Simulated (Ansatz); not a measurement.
# NaLaMnMoO6 (P2_1) in Ansatz: band structure with r2SCAN

Aim: the band structure of NaLaMnMoO6 with r2SCAN.

Program: Ansatz 0.2.0. These are calculated values, not measurements. Logs are shortened: lines on timing, memory, paths and dates and some standing lists are left out, and cuts for length are marked.

### Step 1. Starting point

The structure is monoclinic, space group P2_1 (No. 4). Conventional cell: a = 5.557 Å, b = 5.598 Å, c = 8.025 Å, α = 90.00°, β = 90.44°, γ = 90.00°. Around Na (site symmetry 1) lie 4 O at 2.36 to 2.63 Å. Around La (site symmetry 1) lie 8 O at 2.40 to 2.69 Å. Mn (site symmetry 1) has 6 O at 2.07 to 2.20 Å as nearest neighbours. Mo (site symmetry 1) has 5 O at 1.83 to 2.03 Å as nearest neighbours. O (site symmetry 1) has 1 Mo at 1.83 Å and 1 Mn at 2.08 Å as nearest neighbours. O (site symmetry 1) is surrounded by 1 Mo at 1.87 Å. O (site symmetry 1) is surrounded by 1 Mo at 1.91 Å and 1 Mn at 2.08 Å. O (site symmetry 1) has 1 Mo at 2.03 Å and 1 Mn at 2.07 Å as nearest neighbours.

The cell was built by a generator and needn't be a form met in nature.

### Step 2. Band structure, r2SCAN, non-collinear spin, ferromagnetic start, spin-orbit coupling

input.yaml reads:

```yaml
crystal:
  lattice:
    - [5.55735, 0.0, 0.00053]
    - [0.0, 5.59794, 0.0]
    - [-0.0629, 0.0, 8.02462]
  atoms:
    - { symbol: Na, position: [0.75008, 0.51572, 0.49924] }
    - { symbol: Na, position: [0.24992, 0.01572, 0.50076] }
    - { symbol: La, position: [0.25715, 0.95896, 0.99937] }
    - { symbol: La, position: [0.74285, 0.45896, 0.00063] }
    - { symbol: Mn, position: [0.24767, 0.48762, 0.25607], spin: 4.0, spin_axis: [0.0, 0.0, 4.0] }
    - { symbol: Mn, position: [0.75233, 0.98762, 0.74393], spin: 4.0, spin_axis: [0.0, 0.0, 4.0] }
    - { symbol: Mo, position: [0.75559, 0.99666, 0.2709], spin: 1.0, spin_axis: [0.0, 0.0, 1.0] }
    - { symbol: Mo, position: [0.24441, 0.49666, 0.7291], spin: 1.0, spin_axis: [0.0, 0.0, 1.0] }
    - { symbol: O, position: [0.67335, 0.9783, 0.49061] }
    - { symbol: O, position: [0.03402, 0.81017, 0.27726] }
    - { symbol: O, position: [0.93353, 0.2891, 0.28026] }
    - { symbol: O, position: [0.47817, 0.20966, 0.19922] }
    - { symbol: O, position: [0.54435, 0.73563, 0.20079] }
    - { symbol: O, position: [0.82956, 0.01818, 0.00392] }
    - { symbol: O, position: [0.32665, 0.4783, 0.50939] }
    - { symbol: O, position: [0.96598, 0.31017, 0.72274] }
    - { symbol: O, position: [0.06647, 0.7891, 0.71974] }
    - { symbol: O, position: [0.52183, 0.70966, 0.80078] }
    - { symbol: O, position: [0.45565, 0.23563, 0.79921] }
    - { symbol: O, position: [0.17044, 0.51818, 0.99608] }
hamiltonian:
  xc: r2scan
  pseudopotentials: { kind: paw_fr }
magnetization:
  noncollinear: true
  spin_orbit: true
kpoints:
  mp_grid: { grid: [4, 4, 3] }
  band_path:
    path:
      - [[0.0, 0.0, 0.0], [0.0, 0.0, 0.5], [-0.4973488194, 0.0, 0.5055606753], [-0.5, 0.0, 0.5], [-0.5, 0.5, 0.5], [-0.5026511806, 0.5, 0.4944393247], [-0.5, 0.5, 0.0], [-0.5, 0.0, 0.0], [-0.5026511806, 0.0, 0.4944393247]]
      - [[-0.4973488194, 0.5, 0.5055606753], [0.0, 0.5, 0.5], [0.0, 0.5, 0.0]]
      - [[0.0, 0.0, 0.5], [0.0, 0.5, 0.5]]
    npoints: 10
scf:
  occupations: { method: fermi_dirac, width: 0.05 }
  n_extra_bands: 50
output:
  forces: true
  stress: true
  eigenvalues: true
  fatbands: true
```

Potentials or basis: Ansatz PAW.

Run with:

```console
> ansatz run input.yaml --threads 8 --pin off --max-ram 20480MiB --backend cpu --events-out ev --progress --plain --runs-dir out
```

The program printed:

```text
Warning: RAYON_NUM_THREADS=8 ignored (pool sized by the plan → 8); use --threads N
La: projections on atomic orbitals take those of the free atom [Kr 4d10] 4f0 5s2 5p6 5d1 6s2, of charge +0.00 (hamiltonian.pseudopotentials.projection_atoms); the dataset's partial waves leave at most 8.5e-6 of an orbital's norm unspanned inside its sphere
scf.n_extra_bands = 50 over 170 filled bands (N_el = 170.0): the run solves 220 bands
[... 143 lines left out ...]
  k-point 1: bands = ["-74.0253", "-74.0253", "-67.8144", "-67.8144", "-54.9749", "-54.9749", "-54.6752", "-54.6752", "-43.2906", "-43.2902", "-43.2900", "-43.2897", "-42.0012", "-42.0012", "-41.5706", "-41.5706", "-41.1082", "-41.1082", "-35.7208", "-35.7208", "-35.2807", "-35.2807", "-34.9572", "-34.9572", "-29.9284", "-29.9283", "-29.8262", "-29.8260", "-27.5764", "-27.5763", "-27.4704", "-27.4699", "-27.3664", "-27.3658", "-27.2367", "-27.2365", "-22.0547", "-22.0507", "-21.9295", "-21.9260", "-13.8468", "-13.8467", "-13.8386", "-13.8385", "-13.6778", "-13.6778", "-13.6679", "-13.6678", "-13.6564", "-13.6563", "-13.6472", "-13.6472", "-10.0138", "-9.9575", "-9.5888", "-9.5348", "-9.4406", "-9.3718", "-9.3342", "-9.2724", "-9.2362", "-9.2037", "-9.1739", "-9.1129", "-9.0488", "-9.0019", "-8.9494", "-8.8859", "-8.6416", "-8.5946", "-8.5603", "-8.5203", "-8.4962", "-8.4410", "-8.3826", "-8.2905", "-6.7020", "-6.6976", "-6.2941", "-6.2779", "-4.6064", "-4.5962", "-4.5031", "-4.5001", "-4.1505", "-4.1473", "-4.0362", "-4.0175", "3.3047", "3.5195", "3.6019", "3.6843", "3.7211", "3.8534", "3.8912", "3.9880", "4.0496", "4.0993", "4.1541", "4.1709", "4.2121", "4.2672", "4.3216", "4.3681", "4.4046", "4.4584", "4.5675", "4.7285", "4.9132", "4.9759", "5.0534", "5.1310", "5.3542", "5.5055", "5.6026", "5.6708", "5.6766", "5.7433", "5.7629", "5.8103", "5.9164", "5.9731", "6.0725", "6.2091", "6.2323", "6.2952", "6.3585", "6.4078", "6.5974", "6.7732", "6.8447", "6.9024", "6.9215", "6.9976", "7.0170", "7.0757", "7.1486", "7.2491", "7.2621", "7.2825", "7.3070", "7.3115", "7.4262", "7.4791", "7.5102", "7.5991", "7.6443", "7.6915", "7.7011", "7.7194", "7.8237", "7.8583", "7.9027", "7.9920", "8.0420", "8.0596", "8.1004", "8.2193", "8.2815", "8.3223", "8.4224", "8.5714", "8.6650", "8.7640", "8.9446", "8.9964", "9.5914", "9.6551", "10.1617", "10.5800", "11.2774", "11.4015", "11.5242", "11.5897", "11.6224", "11.7016", "11.7302", "11.7693", "11.8007", "11.9818", "12.0550", "12.1736", "13.7064", "13.7585", "13.8011", "13.8873", "13.9579", "14.0182", "14.1638", "14.1752", "14.2259", "14.2745", "14.2979", "14.3122", "14.3471", "14.3505", "14.3785", "14.4162", "14.4240", "14.4438", "14.4664", "14.4879", "14.5146", "14.5206", "14.5555", "14.5696", "14.5955", "14.6231", "14.6539", "14.6561", "14.6653", "14.6750", "14.6891", "14.7147", "14.7306", "14.7589", "14.7825", "14.8358", "14.8586", "14.8699"]
  k-point 2: bands = ["-74.0253", "-74.0253", "-67.8144", "-67.8144", "-54.9749", "-54.9749", "-54.6752", "-54.6752", "-43.2906", "-43.2902", "-43.2900", "-43.2897", "-42.0012", "-42.0012", "-41.5706", "-41.5706", "-41.1082", "-41.1082", "-35.7208", "-35.7208", "-35.2807", "-35.2807", "-34.9572", "-34.9572", "-29.9285", "-29.9283", "-29.8262", "-29.8260", "-27.5764", "-27.5763", "-27.4704", "-27.4699", "-27.3664", "-27.3659", "-27.2367", "-27.2365", "-22.0547", "-22.0507", "-21.9295", "-21.9260", "-13.8468", "-13.8468", "-13.8386", "-13.8385", "-13.6779", "-13.6778", "-13.6679", "-13.6678", "-13.6565", "-13.6563", "-13.6472", "-13.6472", "-10.0136", "-9.9577", "-9.5957", "-9.5266", "-9.4270", "-9.3902", "-9.3268", "-9.2781", "-9.2524", "-9.1863", "-9.1623", "-9.1230", "-9.0577", "-8.9926", "-8.9458", "-8.8904", "-8.6427", "-8.5950", "-8.5587", "-8.5191", "-8.4957", "-8.4433", "-8.3841", "-8.2885", "-6.7020", "-6.6976", "-6.2933", "-6.2787", "-4.6065", "-4.5961", "-4.5032", "-4.5000", "-4.1504", "-4.1475", "-4.0368", "-4.0168", "3.3051", "3.5191", "3.6022", "3.6875", "3.7182", "3.8513", "3.8919", "3.9857", "4.0509", "4.0996", "4.1539", "4.1648", "4.2275", "4.2666", "4.3217", "4.3748", "4.4163", "4.4378", "4.5658", "4.7193", "4.9005", "4.9739", "5.0696", "5.1322", "5.3562", "5.5181", "5.5838", "5.6446", "5.6613", "5.7600", "5.7691", "5.8474", "5.9317", "5.9715", "6.0556", "6.2088", "6.2305", "6.3032", "6.3540", "6.4083", "6.5910", "6.7737", "6.8184", "6.9050", "6.9527", "6.9989", "7.0083", "7.0768", "7.1554", "7.2382", "7.2527", "7.2706", "7.3093", "7.3236", "7.4311", "7.4811", "7.5089", "7.5978", "7.6459", "7.6887", "7.7007", "7.7367", "7.8257", "7.8389", "7.9012", "7.9878", "8.0431", "8.0599", "8.1100", "8.2229", "8.2830", "8.3209", "8.4146", "8.5851", "8.6848", "8.7138", "8.9245", "9.0337", "9.5900", "9.6582", "10.1628", "10.5816", "11.2798", "11.3968", "11.5163", "11.5968", "11.6354", "11.6973", "11.7096", "11.7483", "11.8306", "11.9812", "12.0400", "12.1924", "13.7078", "13.7578", "13.8199", "13.8756", "13.9517", "14.0180", "14.1664", "14.1837", "14.2289", "14.2590", "14.2904", "14.3079", "14.3428", "14.3703", "14.3849", "14.3982", "14.4274", "14.4418", "14.4697", "14.4870", "14.5211", "14.5305", "14.5520", "14.5745", "14.5891", "14.6198", "14.6242", "14.6615", "14.6723", "14.6766", "14.6923", "14.7269", "14.7383", "14.7584", "14.7761", "14.8294", "14.8416", "14.8868"]
  k-point 35: bands = ["-74.0253", "-74.0253", "-67.8144", "-67.8144", "-54.9749", "-54.9749", "-54.6752", "-54.6752", "-43.2903", "-43.2903", "-43.2899", "-43.2899", "-42.0012", "-42.0012", "-41.5706", "-41.5706", "-41.1082", "-41.1082", "-35.7209", "-35.7209", "-35.2807", "-35.2807", "-34.9572", "-34.9572", "-29.9285", "-29.9285", "-29.8262", "-29.8262", "-27.5767", "-27.5767", "-27.4702", "-27.4702", "-27.3662", "-27.3662", "-27.2371", "-27.2371", "-21.9892", "-21.9892", "-21.9854", "-21.9854", "-13.8444", "-13.8444", "-13.8438", "-13.8438", "-13.6764", "-13.6764", "-13.6732", "-13.6732", "-13.6536", "-13.6536", "-13.6508", "-13.6508", "-9.7957", "-9.7957", "-9.7287", "-9.7287", "-9.4220", "-9.4220", "-9.3563", "-9.3563", "-9.2667", "-9.2667", "-9.2039", "-9.2039", "-8.9672", "-8.9672", "-8.9056", "-8.9056", "-8.7328", "-8.7328", "-8.6488", "-8.6488", "-8.4848", "-8.4848", "-8.4038", "-8.4038", "-6.3684", "-6.3684", "-6.3192", "-6.3192", "-4.3847", "-4.3847", "-4.3406", "-4.3406", "-4.0286", "-4.0286", "-3.9979", "-3.9979", "3.3550", "3.3550", "3.5609", "3.5609", "3.7288", "3.7288", "3.9812", "3.9812", "4.0607", "4.0607", "4.2484", "4.2484", "4.4074", "4.4074", "4.5844", "4.5844", "4.6324", "4.6324", "4.8177", "4.8177", "4.8269", "4.8269", "5.0869", "5.0869", "5.2942", "5.2942", "5.5624", "5.5624", "5.6107", "5.6107", "5.7994", "5.7994", "5.9404", "5.9404", "5.9757", "5.9757", "6.1791", "6.1791", "6.2436", "6.2436", "6.4148", "6.4148", "6.5728", "6.5728", "6.7159", "6.7159", "6.9469", "6.9469", "6.9687", "6.9687", "7.1504", "7.1504", "7.1642", "7.1642", "7.3352", "7.3352", "7.4239", "7.4239", "7.4746", "7.4746", "7.5820", "7.5820", "7.6095", "7.6095", "7.7636", "7.7636", "7.8906", "7.8906", "7.9864", "7.9864", "8.1745", "8.1745", "8.6237", "8.6237", "8.8659", "8.8659", "8.9612", "8.9612", "10.0973", "10.0973", "10.4051", "10.4051", "11.5750", "11.5750", "11.6450", "11.6450", "11.6798", "11.6798", "11.8691", "11.8691", "11.9697", "11.9697", "12.0386", "12.0386", "13.7157", "13.7157", "13.8439", "13.8439", "13.9586", "13.9586", "14.2344", "14.2344", "14.2558", "14.2558", "14.3267", "14.3267", "14.3450", "14.3450", "14.4153", "14.4153", "14.4490", "14.4490", "14.4968", "14.4968", "14.5351", "14.5351", "14.5642", "14.5642", "14.6069", "14.6069", "14.6551", "14.6551", "14.6750", "14.6750", "14.7291", "14.7291", "14.7667", "14.7667", "14.8701", "14.8701", "15.0914", "15.0914"]
```

It took 28 min on 8 threads of Arm Neoverse V1, shared host; peak memory 12 GiB.

What came out:

```
Free energy             : -40051.0963 eV
Pressure                : -3.3 GPa
Largest force           : 0.540 eV/Å
Band gap on the k mesh  : 0.66 eV, indirect (least direct gap 0.70 eV)
Band gap along the path : 0.55 eV, indirect (least direct gap 0.60 eV)
Net moment              : 9.99 μB per cell
Absolute moment         : 10.13 μB per cell
```

Forces on the atoms (eV/Å):
```
Na  -0.007  0.000 -0.001
Na   0.007  0.000  0.001
La  -0.008  0.042  0.004
La   0.008  0.042 -0.004
Mn   0.030  0.074  0.009
Mn  -0.030  0.074 -0.009
Mo   0.018  0.023  0.204
Mo  -0.018  0.023 -0.204
O    0.089  0.011 -0.533
O   -0.362  0.241 -0.017
O   -0.259 -0.378 -0.010
O    0.282 -0.239  0.059
O    0.206  0.256  0.097
O   -0.045 -0.030  0.238
O   -0.089  0.011  0.533
O    0.362  0.241  0.017
O    0.259 -0.378  0.010
O   -0.282 -0.239 -0.059
O   -0.206  0.256 -0.097
O    0.045 -0.030 -0.238
```

Levels at the corners of the path, in eV from the valence-band top:
```tsv
point	band 167	band 168	band 169	band 170	band 171	band 172	band 173	band 174
Γ	-1.12	-1.11	-0.91	-0.45	0.55	0.67	0.73	0.76
Y	-1.14	-1.07	-0.44	-0.04	0.56	0.68	0.83	0.88
H	-0.54	-0.53	-0.31	-0.02	0.66	0.75	0.86	0.93
C	-0.54	-0.54	-0.31	-0.02	0.66	0.75	0.86	0.92
E	-0.71	-0.71	-0.40	-0.40	0.87	0.87	0.93	0.93
M1	-0.71	-0.71	-0.40	-0.40	0.87	0.87	0.93	0.93
A	-0.99	-0.99	-0.47	-0.47	0.70	0.70	0.87	0.87
X	-0.73	-0.55	-0.47	-0.42	0.64	0.81	0.83	0.87
H1	-0.54	-0.54	-0.31	-0.02	0.66	0.75	0.86	0.92
M	-0.71	-0.71	-0.40	-0.40	0.87	0.87	0.93	0.93
D	-0.51	-0.51	-0.19	-0.19	0.78	0.78	0.95	0.95
Z	-0.68	-0.68	-0.37	-0.37	0.78	0.78	0.94	0.94
Y	-1.14	-1.07	-0.44	-0.04	0.56	0.68	0.83	0.88
D	-0.51	-0.51	-0.19	-0.19	0.78	0.78	0.95	0.95
```

Moments on the atoms (μB; x, y, z):
```
Na  0.00 0.00 0.00
Na  0.00 0.00 0.00
La  0.00 0.00 0.01
La  0.00 0.00 0.01
Mn  0.00 0.00 4.07
Mn  0.00 0.00 4.07
Mo  0.00 0.00 0.27
Mo  0.00 0.00 0.27
O   0.00 0.00 0.17
O   0.00 0.00 0.14
O   0.00 0.00 0.17
O   0.00 0.00 0.18
O   0.00 0.00 0.12
O   0.00 0.00 0.16
O   0.00 0.00 0.17
O   0.00 0.00 0.14
O   0.00 0.00 0.17
O   0.00 0.00 0.18
O   0.00 0.00 0.12
O   0.00 0.00 0.16
```

Caveat: the magnetic or orbital state may not be the lowest; the k mesh misses the band edges, so the gap on the mesh is wider than the one along the path; only a ferromagnetic start was run, and an antiferromagnetic order may lie lower in energy; the PAW data sets come from PBE, with cores solved anew for the run's functional, which leaves a small shift of forces and pressure.
